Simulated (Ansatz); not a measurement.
**C₂HF₂In: up Jacob's ladder to CCSD(T)**

One table from this session's results is given with a row withheld; the runs are named, their logs left out.

Computed with Ansatz 0.2.0, Gaussian basis. Level: functionals in def2-TZVPP, the program's frozen cores in correlated methods.

Plan: LDA (SPW92), PBE-D4, revPBE-D4, BLYP-D4, r2SCAN-D4, B97M-V, PBE0-D4, B3LYP-D4, r2SCANh-D4, r2SCAN0-D4, HSE06-D4, BHLYP-D4, CAM-B3LYP-D4, LC-ωPBE, ωB97X-V, ωB97M-V, B2PLYP, PBE-QIDH; CCSD(T)/def2-SVP; CCSD(T)/def2-TZVPP; MP2/def2-QZVPP; extrapolation to the limit; RPA on PBE.

### The relaxed structure

The geometry comes from an earlier relaxation with PBE0-D4 in a triple-zeta def2 set; it is a stationary point. In takes the def2 core potential; no spin-orbit term is included.

6 atoms, charge 0, spin multiplicity 1.

Atoms are counted from 1 here; the program's logs count them from 0.

Bond lengths: F1–C2 1.269 Å, C2–C3 1.196 Å, C3–H6 1.071 Å, In4–F5 2.021 Å. Angles: F1–C2–C3 179.8°, C2–C3–H6 177.7°.

Set-up of the first run:

in.yaml reads:

```yaml
crystal:
  periodic: [false, false, false]
  atoms:
    - {symbol: F, position_ang: [0.526079, -2.556780, 0.731657]}
    - {symbol: C, position_ang: [0.501899, -1.288373, 0.685242]}
    - {symbol: C, position_ang: [0.481317, -0.093465, 0.644540]}
    - {symbol: In, position_ang: [-1.327890, 0.661212, -1.847850]}
    - {symbol: F, position_ang: [-0.576941, 2.239177, -0.833084]}
    - {symbol: H, position_ang: [0.437536, 0.974229, 0.573293]}
basis:
  gaussian: {orbitals: def2-TZVPP}
hamiltonian: {xc: lda}
output: {orbitals: {seedname: orbitals}}
```

Command:

```
> ansatz run in.yaml --threads 2 --pin off --events-out ev --progress --plain --max-ram 4352MiB
```

Among the steps run: LDA; PBE-D4 (GGA); revPBE-D4 (GGA); BLYP-D4 (GGA); r2SCAN-D4 (meta-GGA); B97M-V (meta-GGA); B3LYP-D4 (hybrid); r2SCANh-D4 (hybrid); r2SCAN0-D4 (hybrid); HSE06-D4 (hybrid); BHLYP-D4 (hybrid); CAM-B3LYP-D4 (range-separated); LC-ωPBE (range-separated); ωB97X-V (range-separated); ωB97M-V (range-separated); B2PLYP (double hybrid); PBE-QIDH (double hybrid).

One table of the session follows, with a row left open; its other results are not shown here.

It belongs to the step «Frontier levels by functional». 

```
  functional  HOMO (eV)  LUMO (eV)  gap (eV)
 LDA (SPW92)      -6.63      -2.40      4.23
      PBE-D4      -6.33      -2.15      4.18
   revPBE-D4      -6.23      -2.05      4.18
     BLYP-D4      -6.27      -2.14      4.14
   r2SCAN-D4      -6.60      -1.99      4.62
      B97M-V      -6.39      -2.17      4.22
     PBE0-D4      -7.38      -1.53      5.86
    B3LYP-D4          ?          ?         ?
  r2SCANh-D4      -7.01      -1.76      5.25
  r2SCAN0-D4      -7.59      -1.43      6.16
    HSE06-D4      -6.98      -1.88      5.11
    BHLYP-D4      -8.33      -0.97      7.36
CAM-B3LYP-D4      -8.71      -0.77      7.94
     LC-ωPBE      -9.78       0.25     10.03
     ωB97X-V      -9.52       0.16      9.68
     ωB97M-V      -9.49      -0.08      9.41
```

Estimate the missing values for B3LYP-D4.

Worked estimate for «HOMO (eV)». Against the share of exact exchange, BLYP-D4 (0, -6.27), BHLYP-D4 (0.5, -8.33) give a slope of -4.12 per unit share; at 0.2 the line stands at -7.09.

**Answer.** HOMO (eV): -7.29; LUMO (eV): -1.79; gap (eV): 5.50. In «HOMO (eV)» the line misses by +0.20.
